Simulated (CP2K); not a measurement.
# GeH4 (germane): a chain of runs

We compute the energy (RPA@PBE/ccGRB-T), then the energy (RPA@PBE/ccGRB-T), then the energy (RPA@PBE/ccGRB-T), then a single-point energy (RPA@PBE/ccGRB-T) of GeH4 (germane). The setting varied is the cutoff. 

Program for the calculation: CP2K 2026.2.

4 further runs of the same task are left out: 4 set aside as unsound or not needed.

## 1. The molecule

GeH4: 5 atoms, total charge 0, spin state singlet. As SMILES, `[GeH4]`. Geometry: relaxed at PBE0-D4/def2-TZVP.

Bond lengths: Ge1–H2 1.534 Å, Ge1–H3 1.534 Å, Ge1–H4 1.534 Å, Ge1–H5 1.534 Å. Angles: H2–Ge1–H3 109.5°, H2–Ge1–H4 109.5°, H2–Ge1–H5 109.5°, H3–Ge1–H4 109.5°, H3–Ge1–H5 109.5°, H4–Ge1–H5 109.5°.

## 2. A single-point energy at RPA@PBE/ccGRB-T (density fitting, core potential, minimax 1, quadrature points 10) (run 5)

The input, mol.inp:

```
&FORCE_EVAL
  METHOD QUICKSTEP
  &DFT
    BASIS_SET_FILE_NAME BASIS_ccGRB_UZH
    POTENTIAL_FILE_NAME POTENTIAL_UZH
    AUTO_BASIS RI_AUX MEDIUM
    SORT_BASIS EXP
    &QS
      METHOD GPW
      EPS_DEFAULT 1.0E-10
    &END QS
    &MGRID
      CUTOFF 350
      REL_CUTOFF 50
      NGRIDS 4
    &END MGRID
    ! cluster boundary conditions
    &POISSON
      PERIODIC NONE
      POISSON_SOLVER MULTIPOLE
    &END POISSON
    ! SCF settings
    &SCF
      SCF_GUESS ATOMIC
      EPS_SCF 1.0E-06
      MAX_SCF 150
      ADDED_MOS 3
      &DIAGONALIZATION
        ALGORITHM STANDARD
      &END DIAGONALIZATION
      &MIXING
        METHOD BROYDEN_MIXING
        ALPHA 0.3
        NBUFFER 4
      &END MIXING
    &END SCF
    &XC
      &XC_FUNCTIONAL PBE
      &END XC_FUNCTIONAL
      ! correlation from orbitals
      &WF_CORRELATION
        &RI_RPA
          QUADRATURE_POINTS 10
          MINIMAX_QUADRATURE T
          ! exact exchange
          &HF
            FRACTION 1
            &SCREENING
              EPS_SCHWARZ 1.0E-09
            &END SCREENING
            &MEMORY
              MAX_MEMORY 1750
            &END MEMORY
          &END HF
        &END RI_RPA
        MEMORY 1500
        &INTEGRALS
          ERI_METHOD OS
        &END INTEGRALS
        &LOW_SCALING
        &END LOW_SCALING
      &END WF_CORRELATION
    &END XC
    &PRINT
      &MOMENTS
        PERIODIC F
        REFERENCE COM
        MAX_MOMENT 1
      &END MOMENTS
      &MO ON
        ENERGIES T
        OCCUPATION_NUMBERS T
        NDIGITS 6
        &EACH
          QS_SCF 0
        &END EACH
        ADD_LAST NUMERIC
      &END MO
      &HIRSHFELD OFF
      &END HIRSHFELD
    &END PRINT
  &END DFT
  &SUBSYS
    &CELL
      ABC 9.4 9.2 9.2
      PERIODIC NONE
    &END CELL
    &COORD
      Ge     0.000100     0.000100     0.000000
      H      1.148100    -0.756300     0.680600
      H     -1.238800    -0.030000     0.904200
      H     -0.329200    -0.669100    -1.340600
      H      0.419800     1.455400    -0.244100
    &END COORD
    &TOPOLOGY
      &CENTER_COORDINATES
      &END CENTER_COORDINATES
    &END TOPOLOGY
    &KIND Ge
      BASIS_SET ccGRB-T-q4
      POTENTIAL GTH-PBE-q4
    &END KIND
    &KIND H
      BASIS_SET ccGRB-T-q1
      POTENTIAL GTH-PBE-q1
    &END KIND
  &END SUBSYS
&END FORCE_EVAL

&GLOBAL
  PROJECT_NAME mol
  RUN_TYPE ENERGY
  PRINT_LEVEL MEDIUM
&END GLOBAL
```

On the command line:

```
OMP_NUM_THREADS=2 cp2k.psmp -i mol.inp -o mol.out
```

The log of the run:

```text
CP2K| version string:                                       CP2K version 2026.2
[...]
 GLOBAL| Method name                                                        CP2K
[...]
 GLOBAL| Run type                                                         ENERGY
[...]
 DFT| Spin restricted Kohn-Sham (RKS) calculation                            RKS
 DFT| Multiplicity                                                             1
[...]
 DFT| Charge                                                                   0
[...]
 FUNCTIONAL| PBE:
 QS| Method:                                                                 GPW
[...]
 QS| Density cutoff [a.u.]:                                                175.0
[...]
 QS| Relative density cutoff [a.u.]:                                        25.0
[...]
                             - Atoms:                                          5
[...]
                             - Spherical basis functions:                     85
[...]
 Number of electrons:                                                          8
[...]
     1 NoMix/Diag. 0.30E+00    0.7     0.59938356        -5.9178279691 -5.92E+00
[...]
    22 Broy./Diag. 0.30E+00    1.0     0.00000026        -6.2379032110  9.20E-07
  *** SCF run converged in    22 steps ***
[...]
  Overlap energy of the core charge distribution:               0.00000272248505
  Self energy of the core charge distribution:                -13.97672161387586
  Core Hamiltonian energy:                                      3.84387409705103
  Hartree energy:                                               6.41008809476127
  Exchange-correlation energy:                                 -2.51514651139499
  Total energy:                                                -6.23790321097350
[...]
                     Mulliken Population Analysis
 #  Atom  Element  Kind  Atomic population                           Net charge
       1     Ge       1          3.916033                              0.083967
       2     H        2          1.021083                             -0.021083
       3     H        2          1.021016                             -0.021016
       4     H        2          1.020989                             -0.020989
       5     H        2          1.020878                             -0.020878
 # Total charge                              8.000000                  0.000000
[...]
  Dipole moment [Debye]
    X= -0.5592350E-04 Y=  0.3851866E-02 Z= -0.2233969E-02  Total=      0.0044532
[...]
 ENERGY| Total FORCE_EVAL ( QS ) energy [hartree]             -6.345818196109928
[...]
```

It took 30 s on 2 threads of Intel Xeon Platinum 8488C (Sapphire Rapids), shared host; peak memory 1.1 GiB.

## 3. The energy at RPA@PBE/ccGRB-T (density fitting, core potential, minimax 1, quadrature points 10) (run 6)

The input, run.inp:

```
&FORCE_EVAL
    METHOD QUICKSTEP
    &DFT
        BASIS_SET_FILE_NAME BASIS_ccGRB_UZH
        POTENTIAL_FILE_NAME POTENTIAL_UZH
        AUTO_BASIS RI_AUX MEDIUM
        SORT_BASIS EXP
        &QS
            METHOD GPW
            EPS_DEFAULT 1.0E-10
        &END QS
        &MGRID
            CUTOFF 450
            REL_CUTOFF 50
            NGRIDS 4
        &END MGRID
        &POISSON
            PERIODIC NONE
            POISSON_SOLVER MULTIPOLE
        &END POISSON
        &SCF
            SCF_GUESS ATOMIC
            EPS_SCF 1.0E-06
            MAX_SCF 150
            ADDED_MOS 3
            &DIAGONALIZATION
                ALGORITHM STANDARD
            &END DIAGONALIZATION
            &MIXING
                METHOD BROYDEN_MIXING
                ALPHA 0.3
                NBUFFER 4
            &END MIXING
        &END SCF
        &XC
            &XC_FUNCTIONAL PBE
            &END XC_FUNCTIONAL
            &WF_CORRELATION
                &RI_RPA
                    QUADRATURE_POINTS 10
                    MINIMAX_QUADRATURE T
                    &HF
                        FRACTION 1
                        &SCREENING
                            EPS_SCHWARZ 1.0E-09
                        &END SCREENING
                        &MEMORY
                            MAX_MEMORY 1750
                        &END MEMORY
                    &END HF
                &END RI_RPA
                MEMORY 1500
                &INTEGRALS
                    ERI_METHOD OS
                &END INTEGRALS
                &LOW_SCALING
                &END LOW_SCALING
            &END WF_CORRELATION
        &END XC
        &PRINT
            &MOMENTS
                PERIODIC F
                REFERENCE COM
                MAX_MOMENT 1
            &END MOMENTS
            &MO ON
                ENERGIES T
                OCCUPATION_NUMBERS T
                NDIGITS 6
                &EACH
                    QS_SCF 0
                &END EACH
                ADD_LAST NUMERIC
            &END MO
            &HIRSHFELD OFF
            &END HIRSHFELD
        &END PRINT
    &END DFT
    &SUBSYS
        &CELL
            ABC 9.4 9.2 9.2
            PERIODIC NONE
        &END CELL
        &COORD
            Ge     0.000100     0.000100     0.000000
            H      1.148100    -0.756300     0.680600
            H     -1.238800    -0.030000     0.904200
            H     -0.329200    -0.669100    -1.340600
            H      0.419800     1.455400    -0.244100
        &END COORD
        &TOPOLOGY
            &CENTER_COORDINATES
            &END CENTER_COORDINATES
        &END TOPOLOGY
        &KIND Ge
            BASIS_SET ccGRB-T-q4
            POTENTIAL GTH-PBE-q4
        &END KIND
        &KIND H
            BASIS_SET ccGRB-T-q1
            POTENTIAL GTH-PBE-q1
        &END KIND
    &END SUBSYS
&END FORCE_EVAL

&GLOBAL
    PROJECT run
    RUN_TYPE ENERGY
    PRINT_LEVEL MEDIUM
&END GLOBAL
```

On the command line:

```
OMP_NUM_THREADS=2 cp2k.psmp -i run.inp -o run.out
```

The log of the run:

```text
CP2K| version string:                                       CP2K version 2026.2
[...]
 GLOBAL| Method name                                                        CP2K
[...]
 GLOBAL| Run type                                                         ENERGY
[...]
 DFT| Spin restricted Kohn-Sham (RKS) calculation                            RKS
 DFT| Multiplicity                                                             1
[...]
 DFT| Charge                                                                   0
[...]
 FUNCTIONAL| PBE:
 QS| Method:                                                                 GPW
[...]
 QS| Density cutoff [a.u.]:                                                225.0
[...]
 QS| Relative density cutoff [a.u.]:                                        25.0
[...]
                             - Atoms:                                          5
[...]
                             - Spherical basis functions:                     85
[...]
 Number of electrons:                                                          8
[...]
     1 NoMix/Diag. 0.30E+00    1.6     0.59938375        -5.9178279700 -5.92E+00
[...]
    22 Broy./Diag. 0.30E+00    2.0     0.00000026        -6.2379033338  9.20E-07
  *** SCF run converged in    22 steps ***
[...]
  Overlap energy of the core charge distribution:               0.00000272248505
  Self energy of the core charge distribution:                -13.97672161387586
  Core Hamiltonian energy:                                      3.84387471338310
  Hartree energy:                                               6.41008759264909
  Exchange-correlation energy:                                 -2.51514674839418
  Total energy:                                                -6.23790333375280
[...]
                     Mulliken Population Analysis
 #  Atom  Element  Kind  Atomic population                           Net charge
       1     Ge       1          3.916023                              0.083977
       2     H        2          1.021087                             -0.021087
       3     H        2          1.021020                             -0.021020
       4     H        2          1.020989                             -0.020989
       5     H        2          1.020880                             -0.020880
 # Total charge                              8.000000                  0.000000
[...]
  Dipole moment [Debye]
    X= -0.5613827E-04 Y=  0.3852075E-02 Z= -0.2234235E-02  Total=      0.0044535
[...]
 ENERGY| Total FORCE_EVAL ( QS ) energy [hartree]             -6.345818174639793
[...]
```

It took 52 s on 2 threads of Intel Xeon Platinum 8488C (Sapphire Rapids), shared host; peak memory 1.3 GiB.

## 4. A single-point energy at RPA@PBE/ccGRB-T (density fitting, core potential, minimax 1, quadrature points 10) (run 7)

The input, calc.inp:

```
&FORCE_EVAL
  METHOD QS
  &DFT
    BASIS_SET_FILE_NAME BASIS_ccGRB_UZH
    POTENTIAL_FILE_NAME POTENTIAL_UZH
    AUTO_BASIS RI_AUX MEDIUM
    SORT_BASIS EXP
    &QS
      METHOD GPW
      EPS_DEFAULT 1.0E-10
    &END QS
    &MGRID
      CUTOFF 600
      REL_CUTOFF 50
      NGRIDS 4
    &END MGRID
    ! cluster boundary conditions
    &POISSON
      PERIODIC NONE
      POISSON_SOLVER MULTIPOLE
    &END POISSON
    ! self-consistent field
    &SCF
      SCF_GUESS ATOMIC
      EPS_SCF 1.0E-06
      MAX_SCF 150
      ADDED_MOS 3
      &DIAGONALIZATION
        ALGORITHM STANDARD
      &END DIAGONALIZATION
      &MIXING
        METHOD BROYDEN_MIXING
        ALPHA 0.3
        NBUFFER 4
      &END MIXING
    &END SCF
    ! functional
    &XC
      &XC_FUNCTIONAL PBE
      &END XC_FUNCTIONAL
      ! correlation from orbitals
      &WF_CORRELATION
        &RI_RPA
          QUADRATURE_POINTS 10
          MINIMAX_QUADRATURE T
          ! exact exchange
          &HF
            FRACTION 1
            &SCREENING
              EPS_SCHWARZ 1.0E-09
            &END SCREENING
            &MEMORY
              MAX_MEMORY 1750
            &END MEMORY
          &END HF
        &END RI_RPA
        MEMORY 1500
        &INTEGRALS
          ERI_METHOD OS
        &END INTEGRALS
        &LOW_SCALING
        &END LOW_SCALING
      &END WF_CORRELATION
    &END XC
    &PRINT
      &MOMENTS
        PERIODIC F
        REFERENCE COM
        MAX_MOMENT 1
      &END MOMENTS
      &MO ON
        ENERGIES T
        OCCUPATION_NUMBERS T
        NDIGITS 6
        &EACH
          QS_SCF 0
        &END EACH
        ADD_LAST NUMERIC
      &END MO
      &HIRSHFELD OFF
      &END HIRSHFELD
    &END PRINT
  &END DFT
  &SUBSYS
    ! box in angstrom
    &CELL
      ABC 9.4 9.2 9.2
      PERIODIC NONE
    &END CELL
    &COORD
      Ge     0.000100     0.000100     0.000000
      H      1.148100    -0.756300     0.680600
      H     -1.238800    -0.030000     0.904200
      H     -0.329200    -0.669100    -1.340600
      H      0.419800     1.455400    -0.244100
    &END COORD
    &TOPOLOGY
      &CENTER_COORDINATES
      &END CENTER_COORDINATES
    &END TOPOLOGY
    &KIND Ge
      BASIS_SET ccGRB-T-q4
      POTENTIAL GTH-PBE-q4
    &END KIND
    &KIND H
      BASIS_SET ccGRB-T-q1
      POTENTIAL GTH-PBE-q1
    &END KIND
  &END SUBSYS
&END FORCE_EVAL

&GLOBAL
  PROJECT calc
  RUN_TYPE ENERGY
  PRINT_LEVEL MEDIUM
&END GLOBAL
```

On the command line:

```
OMP_NUM_THREADS=2 cp2k.psmp calc.inp > calc.out
```

The log of the run:

```text
CP2K| version string:                                       CP2K version 2026.2
[...]
 GLOBAL| Method name                                                        CP2K
[...]
 GLOBAL| Run type                                                         ENERGY
[...]
 DFT| Spin restricted Kohn-Sham (RKS) calculation                            RKS
 DFT| Multiplicity                                                             1
[...]
 DFT| Charge                                                                   0
[...]
 FUNCTIONAL| PBE:
 QS| Method:                                                                 GPW
[...]
 QS| Density cutoff [a.u.]:                                                300.0
[...]
 QS| Relative density cutoff [a.u.]:                                        25.0
[...]
                             - Atoms:                                          5
[...]
                             - Spherical basis functions:                     85
[...]
 Number of electrons:                                                          8
[...]
     1 NoMix/Diag. 0.30E+00    2.3     0.59938580        -5.9178279873 -5.92E+00
[...]
    22 Broy./Diag. 0.30E+00    3.4     0.00000026        -6.2379033413  9.19E-07
  *** SCF run converged in    22 steps ***
[...]
  Overlap energy of the core charge distribution:               0.00000272248505
  Self energy of the core charge distribution:                -13.97672161387586
  Core Hamiltonian energy:                                      3.84387481622840
  Hartree energy:                                               6.41008751903900
  Exchange-correlation energy:                                 -2.51514678520938
  Total energy:                                                -6.23790334133278
[...]
                     Mulliken Population Analysis
 #  Atom  Element  Kind  Atomic population                           Net charge
       1     Ge       1          3.916020                              0.083980
       2     H        2          1.021087                             -0.021087
       3     H        2          1.021021                             -0.021021
       4     H        2          1.020991                             -0.020991
       5     H        2          1.020881                             -0.020881
 # Total charge                              8.000000                 -0.000000
[...]
  Dipole moment [Debye]
    X= -0.5608621E-04 Y=  0.3852598E-02 Z= -0.2234079E-02  Total=      0.0044538
[...]
 ENERGY| Total FORCE_EVAL ( QS ) energy [hartree]             -6.345818158523944
[...]
```

It took 76 s on 2 threads of Intel Xeon Platinum 8488C (Sapphire Rapids), shared host; peak memory 1.8 GiB.

## 5. The energy at RPA@PBE/ccGRB-T (density fitting, core potential, minimax 1, quadrature points 10) (run 8)

calc.inp, as its differences from that of step 4:

```diff
@@ -1 +1,6 @@
+&GLOBAL
+  PROJECT_NAME calc
+  RUN_TYPE ENERGY
+  PRINT_LEVEL MEDIUM
+&END GLOBAL
 &FORCE_EVAL
@@ -12,3 +17,3 @@
     &MGRID
-      CUTOFF 600
+      CUTOFF 800
       REL_CUTOFF 50
@@ -16,3 +21,2 @@
     &END MGRID
-    ! cluster boundary conditions
     &POISSON
@@ -21,3 +25,2 @@
     &END POISSON
-    ! self-consistent field
     &SCF
@@ -36,3 +39,2 @@
     &END SCF
-    ! functional
     &XC
@@ -40,3 +42,2 @@
       &END XC_FUNCTIONAL
-      ! correlation from orbitals
       &WF_CORRELATION
@@ -45,3 +46,2 @@
           MINIMAX_QUADRATURE T
-          ! exact exchange
           &HF
@@ -84,3 +84,2 @@
   &SUBSYS
-    ! box in angstrom
     &CELL
@@ -110,7 +109 @@
 &END FORCE_EVAL
-
-&GLOBAL
-  PROJECT calc
-  RUN_TYPE ENERGY
-  PRINT_LEVEL MEDIUM
-&END GLOBAL
```

On the command line:

```
OMP_NUM_THREADS=2 cp2k.psmp -i calc.inp -o calc.out
```

The log of the run:

```text
CP2K| version string:                                       CP2K version 2026.2
[...]
 GLOBAL| Method name                                                        CP2K
[...]
 GLOBAL| Run type                                                         ENERGY
[...]
 DFT| Spin restricted Kohn-Sham (RKS) calculation                            RKS
 DFT| Multiplicity                                                             1
[...]
 DFT| Charge                                                                   0
[...]
 FUNCTIONAL| PBE:
 QS| Method:                                                                 GPW
[...]
 QS| Density cutoff [a.u.]:                                                400.0
[...]
 QS| Relative density cutoff [a.u.]:                                        25.0
[...]
                             - Atoms:                                          5
[...]
                             - Spherical basis functions:                     85
[...]
 Number of electrons:                                                          8
[...]
     1 NoMix/Diag. 0.30E+00    3.3     0.59938566        -5.9178279813 -5.92E+00
[...]
    22 Broy./Diag. 0.30E+00    6.4     0.00000026        -6.2379033504  9.22E-07
  *** SCF run converged in    22 steps ***
[...]
  Overlap energy of the core charge distribution:               0.00000272248505
  Self energy of the core charge distribution:                -13.97672161387586
  Core Hamiltonian energy:                                      3.84387482556791
  Hartree energy:                                               6.41008750653993
  Exchange-correlation energy:                                 -2.51514679110934
  Total energy:                                                -6.23790335039231
[...]
                     Mulliken Population Analysis
 #  Atom  Element  Kind  Atomic population                           Net charge
       1     Ge       1          3.916022                              0.083978
       2     H        2          1.021087                             -0.021087
       3     H        2          1.021020                             -0.021020
       4     H        2          1.020990                             -0.020990
       5     H        2          1.020881                             -0.020881
 # Total charge                              8.000000                 -0.000000
[...]
  Dipole moment [Debye]
    X= -0.5612965E-04 Y=  0.3851939E-02 Z= -0.2233935E-02  Total=      0.0044532
[...]
 ENERGY| Total FORCE_EVAL ( QS ) energy [hartree]             -6.345818171993814
[...]
```

Run time: 1.9 min. Hardware: 2 threads of Intel Xeon Platinum 8488C (Sapphire Rapids), shared host; peak memory 2.5 GiB.

## 6. All runs side by side

| run | cutoff | energy (Eh) | dipole moment (D) | HOMO energy (eV) | LUMO energy (eV) | wall time |
| --- | --- | --- | --- | --- | --- | --- |
| 5 | 350 | -6.345818 | 0.00 | -8.30 | 0.64 | 30 s |
| 6 | 450 | -6.345818 | 0.00 | -8.30 | 0.64 | 52 s |
| 7 | 600 | -6.345818 | 0.00 | -8.30 | 0.64 | 76 s |
| 8 | 800 | -6.345818 | 0.00 | -8.30 | 0.64 | 1.9 min |

Convergence of the total energy of singlet GeH4 with the cutoff, against the last point:

| cutoff | from the last (mEh) | wall time |
| --- | --- | --- |
| 350 Ry | -0.000 | 30 s |
| 450 Ry | -0.000 | 52 s |
| 600 Ry | +0.000 | 76 s |
| 800 Ry | +0.000 | 1.9 min |

Convergence of the dipole moment (of the density that the program reports) of singlet GeH4 with the cutoff, against the last point:

| cutoff | from the last (D) | wall time |
| --- | --- | --- |
| 350 Ry | -0.0000 | 30 s |
| 450 Ry | +0.0000 | 52 s |
| 600 Ry | +0.0000 | 76 s |
| 800 Ry | +0.0000 | 1.9 min |

## 7. Results

| quantity | value |
| --- | --- |
| run 8, RPA@PBE/ccGRB-T: total energy | -6.34582 Eh |
| run 8, RPA@PBE/ccGRB-T: dipole moment (of the density that the program reports) | 0.00 D |
| run 8, RPA@PBE/ccGRB-T: HOMO energy (PBE Kohn–Sham orbitals) | -8.30 eV |
| run 8, RPA@PBE/ccGRB-T: LUMO energy (PBE Kohn–Sham orbitals) | 0.64 eV |
| run 8, RPA@PBE/ccGRB-T: HOMO–LUMO gap (PBE Kohn–Sham orbitals) | 8.94 eV |
| run 8, RPA@PBE/ccGRB-T: RPA correlation energy | -308.5 mEh |

The total energy agrees within 0.001 eV over the runs. All runs together took 4.5 min, the longest 1.9 min.
